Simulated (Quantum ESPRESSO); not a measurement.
# PtS2 (P-3m1) in Quantum ESPRESSO: further runs

The runs below take PtS2 through single point, with PBE+U.

Everything below comes from runs of Quantum ESPRESSO 7.5. Logs are shortened: lines on timing, memory, paths and dates and some standing lists are left out, and cuts for length are marked.

### 1 Starting point

It takes space group P-3m1 (No. 164, trigonal). Conventional cell: a = 3.543 Å, b = 3.543 Å, c = 5.039 Å, α = 90.00°, β = 90.00°, γ = 120.00°. Around Pt (site symmetry -3m) lie 6 S at 2.40 Å. Around S (site symmetry 3m) lie 3 Pt at 2.40 Å.

### 2 Single point, PBE+U, collinear spin, ferromagnetic start

Input file pw.in:

```
&CONTROL
  calculation = 'scf'
  prefix = 'pwscf'
  outdir = './tmp'
  pseudo_dir = './pseudo'
  tprnfor = .true.
  tstress = .true.
  disk_io = 'nowf'
/
&SYSTEM
  ibrav = 0
  nat = 3
  ntyp = 2
  ecutwfc = 45
  ecutrho = 360
  nbnd = 24
  occupations = 'smearing'
  smearing = 'gaussian'
  degauss = 0.00367493
  nspin = 2
  starting_magnetization(1) = 0.25
  starting_magnetization(2) = 0
/
&ELECTRONS
  conv_thr = 1.2d-07
  electron_maxstep = 100
  mixing_beta = 0.7
  mixing_ndim = 20
/
ATOMIC_SPECIES
Pt   195.0840 pt_pbe_v1.4.uspp.F.UPF
S     32.0600 s_pbe_v1.4.uspp.F.UPF
CELL_PARAMETERS angstrom
   3.5431995400    0.0000000000    0.0000000000
  -1.7715997700    3.0685008100    0.0000000000
   0.0000000000    0.0000000000    5.0388000900
ATOMIC_POSITIONS crystal
Pt     0.0000000000    0.0000000000    0.0000000000
S      0.3333333333    0.6666666667    0.2500000000
S      0.6666666667    0.3333333333    0.7500000000
K_POINTS automatic
5 5 3 0 0 0
HUBBARD {atomic}
U Pt-5d 7.0
```

Potentials or basis: GBRV 1.5 PBE.

Command:

```bash
> OMP_NUM_THREADS=1 mpirun -n 2 pw.x -nk 2 -in pw.in > pw.out
```

pw.out:

```text
This program is part of the open-source Quantum ESPRESSO suite
     for quantum simulation of materials; please cite
[... 13 lines left out ...]
     --------------------
     sticks:   dense  smooth     PW     G-vecs:    dense   smooth      PW
     Sum        1111     559    163                42615    15071    2453

     Using Slab Decomposition

     bravais-lattice index     =            0
     lattice parameter (alat)  =       6.6957  a.u.
     unit-cell volume          =     369.6967 (a.u.)^3
     number of atoms/cell      =            3
     number of atomic types    =            2
     number of electrons       =        28.00
     number of Kohn-Sham states=           24
     kinetic-energy cutoff     =      45.0000  Ry
     charge density cutoff     =     360.0000  Ry
     scf convergence threshold =      1.2E-07
     mixing beta               =       0.7000
     number of iterations used =           20  plain     mixing
     Exchange-correlation=  SLA  PW   PBX  PBC
                           (   1   4   3   4   0   0   0)
     Hubbard projectors: atomic
     Hubbard parameters of DFT+U (Dudarev formulation) in eV:
     U(Pt-5d) =  7.0000

     Internal variables: lda_plus_u =T, lda_plus_u_kind = 0

     Internal variables: orbital_resolved =F, hub_pot_fix =F, apply_U = F

     celldm(1)=   6.695677  celldm(2)=   0.000000  celldm(3)=   0.000000
     celldm(4)=   0.000000  celldm(5)=   0.000000  celldm(6)=   0.000000

     crystal axes: (cart. coord. in units of alat)
               a(1) = (   1.000000   0.000000   0.000000 )
               a(2) = (  -0.500000   0.866025   0.000000 )
               a(3) = (   0.000000   0.000000   1.422105 )

     reciprocal axes: (cart. coord. in units 2 pi/alat)
               b(1) = (  1.000000  0.577350 -0.000000 )
               b(2) = (  0.000000  1.154701  0.000000 )
               b(3) = (  0.000000 -0.000000  0.703183 )

     PseudoPot. # 1 for Pt read from file:
     pt_pbe_v1.4.uspp.F.UPF
     Pseudo is Ultrasoft + core correction, Zval = 16.0
     Generated by new atomic code, or converted to UPF format
     Using radial grid of  985 points,  6 beta functions with:
                l(1) =   0
                l(2) =   0
                l(3) =   1
                l(4) =   1
                l(5) =   2
                l(6) =   2
     Q(r) pseudized with  8 coefficients,  rinner =    1.300   1.300   1.300
                                                       1.300   1.300

     PseudoPot. # 2 for S  read from file:
     s_pbe_v1.4.uspp.F.UPF
     Pseudo is Ultrasoft + core correction, Zval =  6.0
     Generated by new atomic code, or converted to UPF format
     Using radial grid of  907 points,  6 beta functions with:
                l(1) =   0
                l(2) =   0
                l(3) =   1
                l(4) =   1
                l(5) =   2
                l(6) =   2
     Q(r) pseudized with  8 coefficients,  rinner =    1.300   1.300   1.300
                                                       1.300   1.300

     atomic species   valence    mass     pseudopotential
     Pt               16.00   195.08400     Pt( 1.00)
     S                 6.00    32.06000     S ( 1.00)

     Starting magnetic structure
     atomic species   magnetization
     Pt              0.250
     S               0.000

     12 Sym. Ops., with inversion, found

   Cartesian axes

     site n.     atom                  positions (alat units)
         1        Pt     tau(   1) = (   0.0000000   0.0000000   0.0000000  )
         2        S      tau(   2) = (  -0.0000000   0.5773503   0.3555261  )
         3        S      tau(   3) = (   0.5000000   0.2886751   1.0665784  )

     number of k points=    12  Gaussian smearing, width (Ry)=  0.0037
                       cart. coord. in units 2pi/alat
        k(    1) = (   0.0000000   0.0000000   0.0000000), wk =   0.0133333
        k(    2) = (   0.0000000   0.0000000   0.2343944), wk =   0.0266667
        k(    3) = (   0.0000000   0.2309401   0.0000000), wk =   0.0800000
        k(    4) = (   0.0000000   0.2309401   0.2343944), wk =   0.0800000
        k(    5) = (   0.0000000   0.4618802   0.0000000), wk =   0.0800000
        k(    6) = (   0.0000000   0.4618802   0.2343944), wk =   0.0800000
        k(    7) = (   0.2000000   0.3464102   0.0000000), wk =   0.0800000
        k(    8) = (   0.2000000   0.3464102   0.2343944), wk =   0.1600000
        k(    9) = (   0.2000000   0.5773503   0.0000000), wk =   0.0800000
        k(   10) = (   0.2000000   0.5773503   0.2343944), wk =   0.1600000
        k(   11) = (   0.0000000   0.2309401  -0.2343944), wk =   0.0800000
        k(   12) = (   0.0000000   0.4618802  -0.2343944), wk =   0.0800000

     Dense  grid:    42615 G-vectors     FFT dimensions: (  45,  45,  60)

     Smooth grid:    15071 G-vectors     FFT dimensions: (  30,  30,  45)

     Check: negative core charge=   -0.000001
     Generating pointlists ...
     new r_m :   0.2797 (alat units)  1.8727 (a.u.) for type    1
     new r_m :   0.2797 (alat units)  1.8727 (a.u.) for type    2

     Initial potential from superposition of free atoms

     starting charge      27.4999, renormalised to      28.0000

     negative rho (up, down):  1.151E-01 6.890E-02

     STARTING HUBBARD OCCUPATIONS:

     =================== HUBBARD OCCUPATIONS ===================
     ------------------------ ATOM    1 ------------------------
     Tr[ns(  1)] (up, down, total) =   5.00000  4.50000  9.50000
     Atomic magnetic moment for atom   1 =   0.50000
     SPIN  1
     eigenvalues:
       1.000  1.000  1.000  1.000  1.000
     eigenvectors (columns):
       1.000  0.000  0.000  0.000  0.000
       0.000  1.000  0.000  0.000  0.000
       0.000  0.000  1.000  0.000  0.000
       0.000  0.000  0.000  1.000  0.000
       0.000  0.000  0.000  0.000  1.000
     occupation matrix ns (before diag.):
       1.000  0.000  0.000  0.000  0.000
       0.000  1.000  0.000  0.000  0.000
       0.000  0.000  1.000  0.000  0.000
       0.000  0.000  0.000  1.000  0.000
       0.000  0.000  0.000  0.000  1.000
     SPIN  2
     eigenvalues:
       0.900  0.900  0.900  0.900  0.900
     eigenvectors (columns):
       1.000  0.000  0.000  0.000  0.000
       0.000  1.000  0.000  0.000  0.000
       0.000  0.000  1.000  0.000  0.000
       0.000  0.000  0.000  1.000  0.000
       0.000  0.000  0.000  0.000  1.000
     occupation matrix ns (before diag.):
       0.900  0.000  0.000  0.000  0.000
       0.000  0.900  0.000  0.000  0.000
       0.000  0.000  0.900  0.000  0.000
       0.000  0.000  0.000  0.900  0.000
       0.000  0.000  0.000  0.000  0.900

     Number of occupied Hubbard levels =    9.5000

     Atomic wfc used for Hubbard projectors are NOT orthogonalized

     Starting wfcs are   20 randomized atomic wfcs +    4 random wfcs

     Self-consistent Calculation

     iteration #  1     ecut=    45.00 Ry     beta= 0.70
     Davidson diagonalization with overlap
     ethr =  1.00E-02,  avg # of iterations =  6.6

     =================== HUBBARD OCCUPATIONS ===================
     ------------------------ ATOM    1 ------------------------
     Tr[ns(  1)] (up, down, total) =   4.49693  4.14120  8.63813
     Atomic magnetic moment for atom   1 =   0.35573
     SPIN  1
     eigenvalues:
       0.786  0.786  0.975  0.975  0.976
     eigenvectors (columns):
       0.000  0.000  0.000 -0.000 -1.000
      -0.701  0.404  0.203 -0.551  0.000
      -0.404 -0.701  0.551  0.203  0.000
      -0.294 -0.509 -0.759 -0.280 -0.000
      -0.509  0.294 -0.280  0.759 -0.000
     occupation matrix ns (before diag.):
       0.976  0.000  0.000  0.000  0.000
       0.000  0.851  0.000 -0.000 -0.090
       0.000  0.000  0.851 -0.090  0.000
[... 112 lines left out ...]
     iteration #  9     ecut=    45.00 Ry     beta= 0.70
     Davidson diagonalization with overlap
     ethr =  1.28E-09,  avg # of iterations =  2.0

     negative rho (up, down):  8.692E-02 8.692E-02

     Magnetic moment per site  (integrated on atomic sphere of radius R)
     atom   1 (R=0.280)  charge= 12.8388  magn=  0.0000
     atom   2 (R=0.280)  charge=  4.0180  magn= -0.0000
     atom   3 (R=0.280)  charge=  4.0180  magn= -0.0000

     End of self-consistent calculation

     =================== HUBBARD OCCUPATIONS ===================
     ------------------------ ATOM    1 ------------------------
     Tr[ns(  1)] (up, down, total) =   4.67075  4.67073  9.34149
     Atomic magnetic moment for atom   1 =   0.00002
     SPIN  1
     eigenvalues:
       0.852  0.852  0.989  0.989  0.989
     eigenvectors (columns):
       0.000 -0.000  1.000 -0.000  0.000
      -0.683 -0.419  0.000  0.207 -0.562
      -0.419  0.683  0.000  0.562  0.207
      -0.313  0.511 -0.000 -0.751 -0.277
      -0.511 -0.313 -0.000 -0.277  0.751
     occupation matrix ns (before diag.):
       0.989  0.000  0.000  0.000  0.000
       0.000  0.901  0.000 -0.000 -0.066
       0.000  0.000  0.901 -0.066  0.000
       0.000 -0.000 -0.066  0.940 -0.000
       0.000 -0.066  0.000 -0.000  0.940
     SPIN  2
     eigenvalues:
       0.852  0.852  0.989  0.989  0.989
     eigenvectors (columns):
       0.000 -0.000  1.000 -0.000  0.000
      -0.683 -0.419  0.000  0.207 -0.562
      -0.419  0.683  0.000  0.562  0.207
      -0.313  0.511 -0.000 -0.751 -0.277
      -0.511 -0.313 -0.000 -0.277  0.751
     occupation matrix ns (before diag.):
       0.989  0.000  0.000  0.000  0.000
       0.000  0.901  0.000 -0.000 -0.066
       0.000  0.000  0.901 -0.066  0.000
       0.000 -0.000 -0.066  0.940 -0.000
       0.000 -0.066  0.000 -0.000  0.940

     Number of occupied Hubbard levels =    9.3415

 ------ SPIN UP ------------

          k = 0.0000 0.0000 0.0000 (  1875 PWs)   bands (ev):

   -41.8837 -41.8837 -41.8314  -4.5588  -1.7234   1.6351   2.5289   2.5289
     4.6935   4.6935   7.7936   9.6232   9.6232  10.7048  12.4239  12.4239
    15.3457  16.1284  18.8142  18.8142  23.5439  23.5804  23.5804  23.9371

          k = 0.0000 0.0000 0.2344 (  1868 PWs)   bands (ev):

   -41.8837 -41.8837 -41.8315  -4.3032  -2.4680   2.5539   2.5539   2.6405
     4.6594   4.6594   7.8238   9.3697   9.3697   9.5685  12.9472  12.9472
    16.0371  17.4380  18.6120  18.6120  21.4972  21.7568  21.7569  22.2220
[... 55 lines left out ...]
          k = 0.0000 0.4619-0.2344 (  1893 PWs)   bands (ev):

   -41.9053 -41.8892 -41.8289  -3.6790  -2.6215   1.7634   3.3249   4.0000
     4.9177   5.1401   6.8616   7.1786   8.2912   8.5690  12.3961  12.8785
    15.6224  17.0724  18.7452  20.3140  20.6895  21.7871  23.1340  24.0807

 ------ SPIN DOWN ----------

          k = 0.0000 0.0000 0.0000 (  1875 PWs)   bands (ev):

   -41.8837 -41.8837 -41.8315  -4.5589  -1.7235   1.6351   2.5291   2.5291
     4.6933   4.6933   7.7936   9.6232   9.6232  10.7044  12.4241  12.4241
    15.3459  16.1284  18.8145  18.8145  23.5437  23.5806  23.5807  23.9372

          k = 0.0000 0.0000 0.2344 (  1868 PWs)   bands (ev):

   -41.8837 -41.8837 -41.8315  -4.3033  -2.4681   2.5540   2.5540   2.6406
     4.6592   4.6592   7.8236   9.3698   9.3698   9.5683  12.9474  12.9474
    16.0373  17.4379  18.6122  18.6122  21.4973  21.7570  21.7570  22.2221
[... 55 lines left out ...]
          k = 0.0000 0.4619-0.2344 (  1893 PWs)   bands (ev):

   -41.9052 -41.8892 -41.8289  -3.6791  -2.6216   1.7635   3.3249   4.0000
     4.9178   5.1401   6.8617   7.1786   8.2913   8.5689  12.3963  12.8783
    15.6227  17.0726  18.7453  20.3141  20.6897  21.7872  23.1340  24.0528

     the Fermi energy is    11.0615 ev

!    total energy              =    -258.80419519 Ry
     estimated scf accuracy    <          3.8E-09 Ry
     smearing contrib. (-TS)   =      -0.00000000 Ry
     internal energy E=F+TS    =    -258.80419519 Ry

     The total energy is F=E-TS. E is the sum of the following terms:
     one-electron contribution =     -90.35711943 Ry
     hartree contribution      =      60.72042502 Ry
     xc contribution           =     -73.81087454 Ry
     ewald contribution        =    -155.50330134 Ry
     Hubbard energy            =       0.14667510 Ry

     total magnetization       =    -0.00 Bohr mag/cell
     absolute magnetization    =     0.00 Bohr mag/cell

     convergence has been achieved in   9 iterations

     negative rho (up, down):  8.692E-02 8.692E-02

     Forces acting on atoms (cartesian axes, Ry/au):

     atom    1 type  1   force =     0.00000000    0.00000000    0.00000000
     atom    2 type  2   force =     0.00000000    0.00000000   -0.01944190
     atom    3 type  2   force =     0.00000000   -0.00000000    0.01944190

     Total force =     0.027495     Total SCF correction =     0.000003

     Computing stress (Cartesian axis) and pressure

     negative rho (up, down):  8.692E-02 8.692E-02
          total   stress  (Ry/bohr**3)                   (kbar)     P=        2.29
   0.00008089   0.00000000   0.00000000           11.90        0.00        0.00
   0.00000000   0.00008089   0.00000000            0.00       11.90        0.00
   0.00000000   0.00000000  -0.00011505            0.00        0.00      -16.92

=------------------------------------------------------------------------------=
   JOB DONE.
=------------------------------------------------------------------------------=
```

Wall time 14 s (2 MPI ranks of Intel Xeon Platinum 8488C (Sapphire Rapids), shared host); peak memory 0.34 GiB.

What came out:

| Item | Value |
| --- | --- |
| Free energy | -3521.2105 eV |
| Pressure | 0.2 GPa |
| Largest force | 0.500 eV/Å |
| Band gap on the k mesh | 0.70 eV, indirect (least direct gap 1.10 eV) |
| Net moment | 0.00 μB per cell |
| Absolute moment | 0.00 μB per cell |
| Valence electrons inside the program's atomic spheres | Pt 12.84; S 4.02 |

Forces in eV/Å, atoms in the order of the input:
```
Pt   0.000  0.000  0.000
S    0.000  0.000 -0.500
S    0.000  0.000  0.500
```

Levels at points of the mesh, in eV from the valence-band top:
Spin up:
```tsv
k point	band 12	band 13	band 14	band 15	band 16	band 17
(0.00, 0.00, 0.00)	-1.08	-1.08	0.00	1.72	1.72	4.64
```
Spin down:
```
           k point  band 11  band 12  band 13  band 14  band 15  band 16  band 17  band 18
(0.00, 0.00, 0.00)    -2.91    -1.08    -1.08     0.00     1.72     1.72     4.64     5.42
```

Eigenvalues of the final occupation matrices:
```csv
site,spin,trace,eigenvalues
Pt 1 5d,1,4.67,0.85 0.85 0.99 0.99 0.99
Pt 1 5d,2,4.67,0.85 0.85 0.99 0.99 0.99
```

Caveat: spin-orbit coupling is left out, which moves the levels of the heavy elements; an odd mesh through Γ misses points on the zone boundary, where band edges often lie; the cell's inner coordinates are idealised or old, which leaves forces on the atoms.

### 3 Single point, PBE+U, collinear spin, ferromagnetic start

pw.in: that of step 2 with these lines changed.

```diff
@@ -6,3 +6,2 @@
   tprnfor = .true.
-  tstress = .true.
   disk_io = 'nowf'
@@ -22,5 +21,16 @@
   starting_magnetization(2) = 0
+  nosym = .true.
+  starting_ns_eigenvalue(1,1,1) = 1
+  starting_ns_eigenvalue(2,1,1) = 1
+  starting_ns_eigenvalue(3,1,1) = 1
+  starting_ns_eigenvalue(4,1,1) = 1
+  starting_ns_eigenvalue(5,1,1) = 1
+  starting_ns_eigenvalue(1,2,1) = 0
+  starting_ns_eigenvalue(2,2,1) = 0
+  starting_ns_eigenvalue(3,2,1) = 0
+  starting_ns_eigenvalue(4,2,1) = 0
+  starting_ns_eigenvalue(5,2,1) = 1
 /
 &ELECTRONS
-  conv_thr = 1.2d-07
+  conv_thr = 7.5d-07
   electron_maxstep = 100
@@ -28,2 +38,3 @@
   mixing_ndim = 20
+  mixing_fixed_ns = 5
 /
```

Potentials or basis: GBRV 1.5 PBE.

Command:

```bash
> OMP_NUM_THREADS=1 mpirun -n 2 pw.x -nk 2 -in pw.in > pw.out
```

Run time: 2.1 min. Hardware: 2 MPI ranks of Intel Xeon Platinum 8488C (Sapphire Rapids), shared host; peak memory 0.4 GiB.

Results (log left out):

| Item | Value |
| --- | --- |
| Free energy | -3521.2105 eV |
| Largest force | 0.501 eV/Å |
| Band gap on the k mesh | 0.70 eV, indirect (least direct gap 1.10 eV) |
| Net moment | 0.00 μB per cell |
| Absolute moment | 0.00 μB per cell |
| Valence electrons inside the program's atomic spheres | Pt 12.84; S 4.02 |

Forces on the atoms (eV/Å):
```
Pt   0.000  0.000 -0.001
S    0.000  0.000 -0.500
S    0.000  0.000  0.501
```

Levels at points of the mesh, in eV from the valence-band top:
Spin up:
```
           k point  band 10  band 11  band 12  band 13  band 14  band 15  band 16  band 17  band 18  band 19
(0.00, 0.00, 0.00)    -6.01    -2.91    -1.08    -1.08     0.00     1.72     1.72     4.64     5.42     8.11
```
Spin down:
| k point | band 10 | band 11 | band 12 | band 13 | band 14 | band 15 | band 16 | band 17 | band 18 | band 19 |
| --- | --- | --- | --- | --- | --- | --- | --- | --- | --- | --- |
| (0.00, 0.00, 0.00) | -6.01 | -2.91 | -1.08 | -1.08 | 0.00 | 1.72 | 1.72 | 4.64 | 5.42 | 8.11 |

Eigenvalues of the final occupation matrices:
| site | spin | trace | eigenvalues |
| --- | --- | --- | --- |
| Pt 1 5d | 1 | 4.67 | 0.85 0.85 0.99 0.99 0.99 |
| Pt 1 5d | 2 | 4.67 | 0.85 0.85 0.99 0.99 0.99 |

Caveat: spin-orbit coupling is left out, which moves the levels of the heavy elements; an odd mesh through Γ misses points on the zone boundary, where band edges often lie; the cell's inner coordinates are idealised or old, which leaves forces on the atoms.
